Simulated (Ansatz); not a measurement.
This geometry of a periodic cell of 13 atoms, LiPb₄S₈ (host PbS2, host structure I4/mcm, interstitial Li) is a first-order saddle point.

Computed with Ansatz 0.2.0, DFT PBE, scalar-relativistic, plane waves, PAW. Settings: cutoff 420 eV, k mesh 2x2x2, fermi-dirac smearing 0.05 eV, spin collinear.

```xyz
13
Lattice="6.1499 0.0000 0.0000 0.0000 6.1499 0.0000 0.0000 0.0000 7.5532" Properties=species:S:1:pos:R:3
Pb -0.058 0.045 5.678
Pb 0.392 -0.288 1.775
S 3.714 0.834 -0.148
S 5.360 2.163 3.971
S 2.267 0.784 3.781
S 0.853 2.367 0.000
Pb 2.764 3.380 2.042
Pb 3.171 3.063 5.554
S 0.767 4.004 3.771
S 2.456 5.323 -0.093
S 5.327 3.631 0.121
S 3.872 5.599 3.622
Li 4.620 1.516 1.889
```

(1) Which two structures does it join? (They come from a converged band through this point; their orientation in space is the band's.)

(2) How far does it lie above each of them?

Results:

(1) Contacts lost: S5–Li13, S12–Li13. Contacts made: S6–Li13, S11–Li13. The atom that moves furthest is Li13, by 1.98 Å; four of its nearest neighbours are S3 2.32, S5 2.34, S12 2.34, S4 2.52 Å at the first end and S4 2.32, S6 2.34, S11 2.34, S3 2.52 Å at the last.

Initial state:

```xyz
13
Lattice="6.1499 0.0000 0.0000 0.0000 6.1499 0.0000 0.0000 0.0000 7.5532" Properties=species:S:1:pos:R:3
Pb -0.079 -0.027 5.676
Pb 0.313 -0.165 1.745
S 4.072 0.991 -0.028
S 5.361 2.291 3.855
S 2.280 0.694 3.882
S 0.757 2.355 0.013
Pb 2.919 3.377 1.743
Pb 3.047 2.993 5.682
S 0.691 3.755 3.764
S 2.287 5.359 -0.008
S 5.435 3.832 0.013
S 3.767 5.345 3.884
Li 3.978 0.890 2.283
```

Final state:

```xyz
13
Lattice="6.1499 0.0000 0.0000 0.0000 6.1499 0.0000 0.0000 0.0000 7.5532" Properties=species:S:1:pos:R:3
Pb 0.023 0.076 5.652
Pb 0.150 -0.311 2.040
S 3.859 0.779 -0.074
S 5.147 2.076 3.805
S 2.311 0.712 3.761
S 0.791 2.375 -0.110
Pb 2.760 3.230 2.037
Pb 3.151 3.096 5.656
S 0.782 3.856 3.784
S 2.382 5.463 0.004
S 5.454 3.871 -0.112
S 3.784 5.384 3.762
Li 5.248 2.179 1.488
```

(2) 0.32 eV above the first and 0.32 eV above the second. This is the barrier of this one path; another mechanism may lie lower. Limits of this set-up: coarse k mesh, a small cell, in which the defect meets its images.

The run took 7.8 min on 2 threads of AMD EPYC 9R45 96-Core Processor (Zen 5), with other jobs on the host, peak memory 1.8 GiB.
